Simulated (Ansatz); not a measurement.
# H4O2Sn: the cost of one run

Method: PBE0-D4/def2-TZVP structures, single points in def2-TZVPP, no counterpoise correction; program: Ansatz 0.2.0, Gaussian basis.

Levels: SPW92, PBE-D4, BLYP-D4, r2SCAN-D4, B97M-V, PBE0-D4, B3LYP-D4, r2SCAN0-D4, BHLYP-D4, CAM-B3LYP-D4, wB97X-V, wB97M-V, B2PLYP, PBE-QIDH, RPA on PBE, Hartree-Fock, MP2, CCSD, CCSD(T).

Correlated methods freeze the cores. Filled d shells of the heavier atoms are correlated. Core potentials replace the inner electrons past krypton, and spin-orbit coupling is left out. B3LYP uses VWN-RPA correlation. B2PLYP carries no dispersion term here.

88 further runs of the same task are left out: 88 set aside as unsound or not needed. Runs told in other sessions of the task aren't counted.

## 1. Starting geometry

The complex: 10 atoms, charge 0, spin multiplicity 1.

Atoms are counted from 1 here; the program's logs count them from 0.

Bond lengths: Sn1–H3 1.694 Å, Sn1–H4 1.699 Å, Sn1–H5 1.710 Å, Sn1–O7 2.025 Å, O2–H6 0.970 Å, O2–H9 0.959 Å, O7–O8 1.438 Å, O8–H10 0.965 Å. Angles: H3–Sn1–H4 116.5°, H3–Sn1–H5 112.2°, H3–Sn1–O7 108.2°, H4–Sn1–H5 111.8°, H4–Sn1–O7 104.5°, H5–Sn1–O7 102.4°, H6–O2–H9 105.8°, Sn1–O7–O8 104.7°, O7–O8–H10 101.0°.

Geometry (Å):

```xyz
10
charge 0, multiplicity 1
Sn   -1.0783   -0.4517   -0.4763
O     1.8966   -1.0572   -0.0484
H    -0.3964   -0.4479   -2.0270
H    -1.0863   -1.9397    0.3434
H    -2.6150    0.2976   -0.4454
H     1.6453   -0.2126    0.3580
O     0.0235    0.7702    0.7039
O    -0.1106    2.0728    0.1085
H     2.2617   -1.5899    0.6609
H    -0.5404    2.5585    0.8226
```

Its parts: SnH₄O₂ holds atoms 1, 3, 4, 5, 7, 8, 10; H₂O holds atoms 2, 6, 9. Each part counts its atoms afresh in its own runs.

## 2. Relaxing SnH₄O₂ alone

relax-a/in.yaml reads:

```yaml
crystal:
  periodic: [false, false, false]
  atoms:
    - {symbol: Sn, position_ang: [-1.078345, -0.451702, -0.476280]}
    - {symbol: H, position_ang: [-0.396412, -0.447939, -2.027011]}
    - {symbol: H, position_ang: [-1.086264, -1.939670, 0.343370]}
    - {symbol: H, position_ang: [-2.615029, 0.297564, -0.445377]}
    - {symbol: O, position_ang: [0.023451, 0.770219, 0.703861]}
    - {symbol: O, position_ang: [-0.110554, 2.072768, 0.108491]}
    - {symbol: H, position_ang: [-0.540437, 2.558457, 0.822551]}
basis:
  gaussian: {orbitals: def2-TZVP}
hamiltonian: {xc: pbe0, dispersion: d4}
relax: {f_tol: 0.005, max_steps: 200}
```

On the command line:

```bash
> ansatz run in.yaml --threads 8 --pin off --events-out ev --progress --plain --max-ram 19148MiB
```

**Question.** How long does this run take on 8 threads of Arm Neoverse V1, shared host?

About 8.5 s.
